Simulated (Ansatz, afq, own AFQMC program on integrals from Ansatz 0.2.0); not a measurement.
# Ti+ (quartet): AFQMC on the coupled-cluster ladder, def2-TZVPP

How near does AFQMC come to the top of the ladder for Ti+ (quartet)?

The runs use Ansatz 0.2.0, Gaussian basis, and an in-house AFQMC program (afq) on its integrals; all values are calculated; def2-TZVPP, frozen cores.

Plan: Full CI; CCSD(T) on UHF; PBE (unrestricted); r2SCAN (unrestricted); PBE0 (unrestricted); B3LYP (unrestricted); wB97M-V (unrestricted); B2PLYP (unrestricted); Phaseless AFQMC, CISD trial on UHF; Phaseless AFQMC, single-determinant trial on UHF; Free-projection AFQMC, CISD trial on UHF.

11 further runs of the same task are left out: 3 that didn't finish, 8 set aside as unsound or not needed.

## Step 1: The atom

A free atom, in its lowest state of this spin that the program finds.

1 atom, charge 1, spin multiplicity 4.

## Step 2: Full CI

in.yaml reads:

```yaml
crystal:
  periodic: [false, false, false]
  atoms:
    - {symbol: Ti, position_ang: [0.000000, 0.000000, 0.000000]}
basis:
  gaussian: {orbitals: def2-TZVPP}
total_charge: 1
magnetization: {spin_polarized: false, initial_magnetization: 3}
correlation: {method: fci, electrons: outside_noble_gas}
```

Launch:

```
$ ansatz run in.yaml --threads 1 --pin off --events-out ev --progress --plain --max-ram 24576MiB --backend cuda --devices 0, --max-vram 18GiB
```

The log of the run, cut to the lines that bear on the results:

```text
Functional definition: HF
  name "HF"
  cite "Fock, Z. Phys. 61, 126 (1930) doi:10.1007/BF01340294"
  parent pbe
[...]
700 factors; integrals over basis functions are off by at most 2.8e-8 eV
[...]
mean field -23080.41247824 eV, -848.1895141098 hartree, gradient 1.5e-6 eV, S^2 3.750000; 13 other end points of the search recorded, 0 dependent functions left out
[...]
determinant -23080.41247824 eV, -848.1895141098 hartree, with singles and doubles -23080.78191868 eV, -848.2030907957 hartree
determinant -23080.09654905 eV, -848.1779039263 hartree, with singles and doubles -23080.57420177 eV, -848.1954573398 hartree
determinant -23079.95355986 eV, -848.1726491706 hartree, with singles and doubles -23080.62942948 eV, -848.1974869210 hartree
determinant -23080.41247824 eV, -848.1895141098 hartree, with singles and doubles -23080.78923365 eV, -848.2033596159 hartree
determinant -23080.09654905 eV, -848.1779039263 hartree, with singles and doubles -23080.72817544 eV, -848.2011157678 hartree
determinant -23079.95355986 eV, -848.1726491706 hartree, with singles and doubles -23080.63401179 eV, -848.1976553177 hartree
9 core orbitals not correlated: weight in the atoms' cores, before any rotation towards them, 1.000 or more for the frozen orbitals, at most 0.000 for the correlated occupied ones
reference -23080.41247824 eV, -848.1895141098 hartree; 3, 0 occupied and 52, 55 virtual orbitals, 700 factors
state -23080.79232125 eV, -848.2034730829 hartree
Total energy: -23080.79232125 eV, -848.2034730829 hartree
```

Wall time 19 s (1 × H100 (card shared with other runs) with 1 thread, shared host); peak host memory 1.7 GiB.

From the report: 3,272 determinants, symmetry B2g.

## Step 3: CCSD(T) on UHF

in.yaml reads:

```yaml
crystal:
  periodic: [false, false, false]
  atoms:
    - {symbol: Ti, position_ang: [0.000000, 0.000000, 0.000000]}
basis:
  gaussian: {orbitals: def2-TZVPP}
total_charge: 1
magnetization: {spin_polarized: true, initial_magnetization: 3}
correlation: {method: ccsd_t, electrons: outside_noble_gas, hamiltonian_folder: ham}
```

Launched as before.

The log of the run, cut to the lines that bear on the results:

```text
Functional definition: HF
  name "HF"
  cite "Fock, Z. Phys. 61, 126 (1930) doi:10.1007/BF01340294"
  parent pbe
[...]
434 factors; integrals over basis functions are off by at most 1.8e-4 eV
[...]
mean field -23080.53629643 eV, -848.1940643446 hartree, gradient 8.8e-7 eV, S^2 3.752587; 18 other end points of the search recorded, 0 dependent functions left out
determinant -23080.53629643 eV, -848.1940643446 hartree, with singles and doubles -23080.90014461 eV, -848.2074355182 hartree
determinant -23080.20705144 eV, -848.1819648141 hartree, with singles and doubles -23080.76667219 eV, -848.2025304975 hartree
determinant -23080.06151025 eV, -848.1766162740 hartree, with singles and doubles -23080.73538699 eV, -848.2013807876 hartree
determinant -23079.78934177 eV, -848.1666142671 hartree, with singles and doubles -23080.61512579 eV, -848.1969612701 hartree
[...]
determinant -23080.20705144 eV, -848.1819648141 hartree, with singles and doubles -23080.79966263 eV, -848.2037428737 hartree
determinant -23080.06151025 eV, -848.1766162740 hartree, with singles and doubles -23080.73652694 eV, -848.2014226799 hartree
determinant -23079.78934177 eV, -848.1666142671 hartree, with singles and doubles -23080.61380109 eV, -848.1969125883 hartree
9 core orbitals not correlated: weight in the atoms' cores, before any rotation towards them, 0.999 or more for the frozen orbitals, at most 0.000 for the correlated occupied ones
reference -23080.53629643 eV, -848.1940643446 hartree; 3, 0 occupied and 52, 55 virtual orbitals, 434 factors
second order -0.28660540 eV of doubles, -0.00000000 eV of singles
cycle   1  -0.37156936 eV  change    5.4e-7 eV  update   5.1e-6
[...]
cycle   3  -0.37156910 eV  change   -3.4e-7 eV  update   3.2e-6
perturbative correction -0.00222682 eV, -0.0000818342 hartree
Total energy: -23080.91009236 eV, -848.2078010914 hartree
```

Wall time 15 s (1 × H100 (card shared with other runs) with 1 thread, shared host); peak host memory 1.7 GiB.

From the report: ⟨S²⟩ of the determinant 3.753 (pure quartet: 3.75); correlation -0.3738 eV; T1 0.006; largest double amplitude 0.02.

This run also writes the integrals to the folder ham.

## Step 4: PBE (unrestricted)

in.yaml: that of step 3 with these lines changed.

```diff
@@ -8,2 +8,3 @@
 magnetization: {spin_polarized: true, initial_magnetization: 3}
-correlation: {method: ccsd_t, electrons: outside_noble_gas, hamiltonian_folder: ham}
+hamiltonian: {xc: {name: PBE}}
+output: {orbitals: {seedname: orbitals}}
```

Launch:

```
$ ansatz run in.yaml --threads 1 --pin off --events-out ev --progress --plain --max-ram 8192MiB --backend cpu
```

The log of the run, cut to the lines that bear on the results:

```text
Functional definition: PBE
  name "PBE"
  cite "Perdew, Burke & Ernzerhof, Phys. Rev. Lett. 77, 3865 (1996) doi:10.1103/PhysRevLett.77.3865"
  parent pbe
[...]
432 factors; their error is unknown
[...]
mean field -23099.10686750 eV, -848.8765202438 hartree, gradient 7.1e-6 eV, S^2 3.750342; 15 other end points of the search recorded, 0 dependent functions left out
reference -23099.10691080 eV, -848.8765218350 hartree; 12, 9 occupied and 52, 55 virtual orbitals, 432 factors
Total energy: -23099.10691080 eV, -848.8765218350 hartree
```

Run time: 18 s. Hardware: 1 thread, shared host; peak memory 1.7 GiB.

From the report: ⟨S²⟩ of the determinant 3.750 (pure quartet: 3.75).

## Step 5: r2SCAN (unrestricted)

in.yaml: that of step 4 with these lines changed.

```diff
@@ -8,3 +8,2 @@
 magnetization: {spin_polarized: true, initial_magnetization: 3}
-hamiltonian: {xc: {name: PBE}}
-output: {orbitals: {seedname: orbitals}}
+hamiltonian: {xc: {name: r2SCAN}}
```

The command is unchanged.

The log of the run, cut to the lines that bear on the results:

```text
Functional definition: r2SCAN
  name "r2SCAN"
  cite "Furness, Kaplan, Ning, Perdew & Sun, J. Phys. Chem. Lett. 11, 8208 (2020) doi:10.1021/acs.jpclett.0c02405"
  cite "Furness, Kaplan, Ning, Perdew & Sun, J. Phys. Chem. Lett. 11, 9248 (2020) doi:10.1021/acs.jpclett.0c03077"
  parent r2scan
[...]
432 factors; their error is unknown
[...]
mean field -23104.67481779 eV, -849.0811386427 hartree, gradient 1.0e-5 eV, S^2 3.751063; 23 other end points of the search recorded, 0 dependent functions left out
reference -23104.67483413 eV, -849.0811392432 hartree; 12, 9 occupied and 52, 55 virtual orbitals, 432 factors
Total energy: -23104.67483413 eV, -849.0811392432 hartree
```

Run time: 68 s. Hardware: 1 thread, shared host; peak memory 1.7 GiB.

From the report: ⟨S²⟩ of the determinant 3.751 (pure quartet: 3.75).

## Step 6: PBE0 (unrestricted)

in.yaml: that of step 5 with these lines changed.

```diff
@@ -8,2 +8,3 @@
 magnetization: {spin_polarized: true, initial_magnetization: 3}
-hamiltonian: {xc: {name: r2SCAN}}
+hamiltonian: {xc: {name: PBE0}}
+output: {orbitals: {seedname: orbitals}}
```

Launched as before.

The log of the run, cut to the lines that bear on the results:

```text
Functional definition: PBE0
  name "PBE0"
  cite "Adamo & Barone, J. Chem. Phys. 110, 6158 (1999) doi:10.1063/1.478522"
  cite "Perdew, Burke & Ernzerhof, Phys. Rev. Lett. 77, 3865 (1996) doi:10.1103/PhysRevLett.77.3865"
  parent pbe
[...]
512 factors; their error is unknown
[...]
mean field -23100.15649798 eV, -848.9150934523 hartree, gradient 8.6e-6 eV, S^2 3.750678; 9 other end points of the search recorded, 0 dependent functions left out
reference -23100.15653160 eV, -848.9150946880 hartree; 12, 9 occupied and 52, 55 virtual orbitals, 512 factors
Total energy: -23100.15653160 eV, -848.9150946880 hartree
```

It took 11 s on 1 thread, shared host; peak memory 1.7 GiB.

From the report: ⟨S²⟩ of the determinant 3.751 (pure quartet: 3.75).

## Step 7: B3LYP (unrestricted)

in.yaml: that of step 6 with these lines changed.

```diff
@@ -8,3 +8,2 @@
 magnetization: {spin_polarized: true, initial_magnetization: 3}
-hamiltonian: {xc: {name: PBE0}}
-output: {orbitals: {seedname: orbitals}}
+hamiltonian: {xc: {name: B3LYP}}
```

The command is unchanged.

The log of the run, cut to the lines that bear on the results:

```text
Functional definition: B3LYP
  name "B3LYP"
  cite "Stephens, Devlin, Chabalowski & Frisch, J. Phys. Chem. 98, 11623 (1994) doi:10.1021/j100096a001"
  cite "Becke, Phys. Rev. A 38, 3098 (1988) doi:10.1103/PhysRevA.38.3098"
  cite "Lee, Yang & Parr, Phys. Rev. B 37, 785 (1988) doi:10.1103/PhysRevB.37.785"
  cite "Vosko, Wilk & Nusair, Can. J. Phys. 58, 1200 (1980) doi:10.1139/p80-159"
[...]
498 factors; their error is unknown
[...]
mean field -23105.90921247 eV, -849.1265018104 hartree, gradient 6.0e-6 eV, S^2 3.750597; 9 other end points of the search recorded, 0 dependent functions left out
reference -23105.90939082 eV, -849.1265083648 hartree; 12, 9 occupied and 52, 55 virtual orbitals, 498 factors
Total energy: -23105.90939082 eV, -849.1265083648 hartree
```

Wall time 14 s (1 thread, shared host); peak memory 1.7 GiB.

From the report: ⟨S²⟩ of the determinant 3.751 (pure quartet: 3.75).

## Step 8: wB97M-V (unrestricted)

in.yaml: that of step 7 with these lines changed.

```diff
@@ -8,2 +8,3 @@
 magnetization: {spin_polarized: true, initial_magnetization: 3}
-hamiltonian: {xc: {name: B3LYP}}
+hamiltonian: {xc: {name: wB97M-V}}
+output: {orbitals: {seedname: orbitals}}
```

Launched as before.

The log of the run, cut to the lines that bear on the results:

```text
Functional definition: wB97M-V
  name "wB97M-V"
  cite "Mardirossian & Head-Gordon, J. Chem. Phys. 144, 214110 (2016) doi:10.1063/1.4952647"
  cite "Becke, J. Chem. Phys. 107, 8554 (1997) doi:10.1063/1.475007"
  cite "Vydrov & Van Voorhis, J. Chem. Phys. 133, 244103 (2010) doi:10.1063/1.3521275"
  # Of w^i u^j: cxij and so on, Table III.
[...]
  gx(w, u) = 1 - cx + cx01*u + cx10*w
  gss(w, u) = css00 + css04*u^4 + css10*w + css20*w^2 + css43*w^4*u^3
  gos(w, u) = cos00 + cos10*w + (cos20 + cos21*u)*w^2 + (cos60 + cos61*u)*w^6
[...]
      + integral(e_c_pw_mod_opposite_spin*gos(b97_w_opposite, b97_u_opposite)) + vv10(b, c)
464 factors; their error is unknown
82 factors; integrals over basis functions are off by at most 1.8e-4 eV
[...]
mean field -23104.13087579 eV, -849.0611491428 hartree, gradient 8.3e-6 eV, S^2 3.750552; 9 other end points of the search recorded, 0 dependent functions left out
reference -23104.13091581 eV, -849.0611506138 hartree; 12, 9 occupied and 52, 55 virtual orbitals, 464 factors
Total energy: -23104.13091581 eV, -849.0611506138 hartree
```

Run time: 44 s. Hardware: 1 thread, shared host; peak memory 1.7 GiB.

From the report: ⟨S²⟩ of the determinant 3.751 (pure quartet: 3.75).

## Step 9: B2PLYP (unrestricted)

in.yaml: that of step 8 with these lines changed.

```diff
@@ -8,3 +8,3 @@
 magnetization: {spin_polarized: true, initial_magnetization: 3}
-hamiltonian: {xc: {name: wB97M-V}}
-output: {orbitals: {seedname: orbitals}}
+hamiltonian: {xc: {name: B2PLYP}}
+correlation: {electrons: outside_noble_gas}
```

Same command.

The log of the run, cut to the lines that bear on the results:

```text
Functional definition: B2PLYP
  name "B2PLYP"
  cite "Grimme, J. Chem. Phys. 124, 034108 (2006) doi:10.1063/1.2148954"
  cite "Becke, Phys. Rev. A 38, 3098 (1988) doi:10.1103/PhysRevA.38.3098"
  cite "Lee, Yang & Parr, Phys. Rev. B 37, 785 (1988) doi:10.1103/PhysRevB.37.785"
[...]
434 factors; integrals over basis functions are off by at most 1.8e-4 eV
[...]
mean field -23098.64417942 eV, -848.8595167702 hartree, gradient 7.2e-6 eV, S^2 3.751230; 14 other end points of the search recorded, 0 dependent functions left out
9 core orbitals not correlated: weight in the atoms' cores, before any rotation towards them, 1.000 or more for the frozen orbitals, at most 0.000 for the correlated occupied ones
reference -23098.64429351 eV, -848.8595209631 hartree; 3, 0 occupied and 52, 55 virtual orbitals, 434 factors
second order -0.35571863 eV of doubles, -0.00000000 eV of singles
Total energy: -23098.74033754 eV, -848.8630505160 hartree
```

Wall time 17 s (1 thread, shared host); peak memory 1.7 GiB.

From the report: ⟨S²⟩ of the determinant 3.751 (pure quartet: 3.75).

## Step 10: Phaseless AFQMC, CISD trial on UHF

It reads the integrals that the CCSD(T) run on this determinant wrote.

Launch:

```
$ afq ham --method phaseless --trial cisd --walkers 4000 --populations 20 --least-time 60 --time-step 0.005 --steps-per-block 50 --equilibration-blocks 40 --max-blocks 4000 --target-error 0.00011 --factor-cut 1e-05 --start spin_pure --seed 8197 --release-times 0.24,0.5,1,1.5 --release-step 0.02 --release-every 3 --taylor-order 6
```

The log of the run:

```text
orbitals 55  electrons 3 0  factors 402 of 434
reference energy -848.19406434 Eh
CCSD correlation -0.01365491 Eh in 9 cycles, weight of the determinant in the CISD state 0.9929
Error: RuntimeError
```

Run time: 2.6 min. Hardware: 1 × H100 (card shared with other runs) with 2 threads, shared host.

No energy. The run doesn't count as converged.

## Step 11: Phaseless AFQMC, single-determinant trial on UHF

It reads the integrals that the CCSD(T) run on this determinant wrote.

Launch:

```
$ afq ham --method phaseless --trial hf --walkers 4000 --populations 20 --least-time 40 --time-step 0.005 --steps-per-block 20 --equilibration-blocks 160 --max-blocks 4000 --target-error 0.00055 --factor-cut 1e-05 --start spin_pure --seed 1493 --taylor-order 6
```

The log of the run:

```text
orbitals 55  electrons 3 0  factors 402 of 434
reference energy -848.19406434 Eh
CCSD correlation -0.01365491 Eh in 9 cycles, weight of the determinant in the CISD state 0.9929
energy of the start -848.194064 Eh
 block  time / (1/Eh)  mean weight  energy / Eh
     1     0.100  1.0000  -848.197289
     2     0.200  1.0000  -848.199518
     3     0.300  1.0001  -848.201074
     4     0.400  1.0001  -848.202367
     5     0.500  1.0001  -848.203490
     6     0.600  1.0000  -848.204306
     7     0.700  1.0000  -848.204880
     8     0.800  1.0001  -848.205213
     9     0.900  1.0001  -848.205758
    10     1.000  1.0000  -848.206098
    13     1.300  1.0000  -848.206495
    19     1.900  1.0000  -848.207326
    25     2.500  1.0000  -848.207724
    31     3.100  0.9999  -848.208149
    37     3.700  0.9999  -848.207925
    43     4.300  1.0000  -848.207695
    49     4.900  1.0001  -848.207730
    55     5.500  0.9998  -848.207550
    61     6.100  0.9998  -848.207871
    67     6.700  0.9999  -848.207851
    73     7.300  1.0002  -848.207677
    79     7.900  0.9997  -848.207866
    85     8.500  1.0000  -848.207576
    91     9.100  0.9994  -848.207272
    97     9.700  1.0002  -848.207175
   103    10.300  0.9999  -848.207543
   109    10.900  1.0001  -848.207267
   115    11.500  1.0000  -848.206649
   121    12.100  1.0001  -848.206675
   127    12.700  1.0003  -848.207152
   133    13.300  1.0001  -848.206805
   139    13.900  1.0004  -848.206899
   145    14.500  0.9995  -848.207154
   151    15.100  1.0001  -848.206627
   157    15.700  1.0000  -848.207184
   163    16.300  1.0000  -848.206921
   169    16.900  1.0002  -848.207018
   175    17.500  1.0000  -848.207119
   181    18.100  0.9998  -848.206767
   187    18.700  0.9998  -848.206676
   193    19.300  1.0001  -848.207315
   199    19.900  1.0000  -848.207489
   205    20.500  0.9999  -848.206927
   211    21.100  1.0002  -848.206782
   217    21.700  1.0002  -848.207117
   223    22.300  0.9998  -848.206286
   229    22.900  1.0002  -848.206355
   235    23.500  0.9998  -848.206928
error from the spread of 20 populations
energy -848.206878 +/- 0.000107 Eh
```

Run time: 14 s. Hardware: 1 × H100 (card shared with other runs) with 2 threads, shared host.

Energy -23080.8850 ± 0.0029 eV. Caveats: constraint bias not in the error.

## Step 12: Free-projection AFQMC, CISD trial on UHF

It reads the integrals that the CCSD(T) run on this determinant wrote.

Launch:

```
$ afq ham --method free --trial cisd --walkers 4000 --time-step 0.03 --max-blocks 4000 --target-error 0.00022 --factor-cut 1e-05 --seed 3938 --times 0,0.3,0.6,1.2,1.8,2.4,3.6,4.8,6 --taylor-order 8
```

The log of the run:

```text
orbitals 55  electrons 3 0  factors 402 of 434
reference energy -848.19406434 Eh
CCSD correlation -0.01365491 Eh in 9 cycles, weight of the determinant in the CISD state 0.9929
repeat  energy at the last time / Eh  error
Error: RuntimeError
```

It took 0.5 s on 1 × H100 (card shared with other runs) with 2 threads, shared host.

No energy. The run doesn't count as converged.

## Step 13: AFQMC on the ladder

The full CI on restricted orbitals is not used as the yardstick for these unrestricted rows.

On the UHF determinant, counted from CCSD(T) (a yardstick, not exact):

```csv
level,energy (eV),from CCSD(T) (meV),statistical error (meV),time
HF,-23080.5363,+373.8,,
MP2,-23080.8229,+87.2,,
CCSD,-23080.9079,+2.2,,
CCSD(T),-23080.9101,0.0,,
"Phaseless AFQMC, single-determinant trial, step 0.005, 4000 walkers",-23080.8850,+25.1,2.9,14 s
```

The functionals' totals stand on their own zeros and serve differences with other points: PBE -23099.107 eV; r2SCAN -23104.675 eV; PBE0 -23100.157 eV; B3LYP -23105.909 eV; wB97M-V -23104.131 eV; B2PLYP -23098.740 eV.

## Step 14: Outcome

```
                                                     quantity            value
Phaseless AFQMC, single-determinant trial on UHF from CCSD(T)  +25.1 ± 2.9 meV
```

**Reading.** Error bars are statistical and leave out the constraint, the time step and what remains of the start.
